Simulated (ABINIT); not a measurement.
Runs of ABINIT 10.8.3 (patched build) on MgB. Symmetry: Pm-3m, No. 221, cubic system. The conventional cell has a = 2.895 Å, b = 2.895 Å, c = 2.895 Å, α = 90.00°, β = 90.00°, γ = 90.00°. Mg (site symmetry m-3m) has 8 B at 2.51 Å as nearest neighbours. B (site symmetry m-3m) has 8 Mg at 2.51 Å as nearest neighbours. The cell was built by a generator and needn't be a form met in nature.

```tsv
task	level	potentials or basis	k mesh	cutoff (eV)	bands in the sums	broadening (eV)	scissor shift (eV)	tensor components	gap on the mesh (eV)	pressure (GPa)
optical spectrum	RPBE	SG15 NC PBE v1.2	10 × 10 × 10, shifted	871	14	0.15	0	[11]	-	2.4
single point	RPBE	SG15 NC PBE v1.2	7 × 7 × 7	871	-	-	-	-	none	2.8
single point	PBEsol	PseudoDojo NC SR PBEsol v0.4.1 standard	7 × 7 × 7	1034	-	-	-	-	none	(a)
single point	LDA	PseudoDojo NC SR LDA v0.4 stringent	7 × 7 × 7	1143	-	-	-	-	none	-4.3
```

Alike in all rows: no spin polarisation; cell as given; smearing fermi-dirac 0.05 eV.

Problem. Fill in the values left out.

Solution. (a) -1.9.

Caveats: the potentials were made for another functional, which shifts forces and pressure (some runs); the intraband (Drude) term is left out (some runs); spectra need much finer meshes, so this one isn't converged (some runs).

A k mesh can miss the band edges.

A gap of «none» marks a metal or a gap under the smearing width.

Not every run made on this cell is shown here.
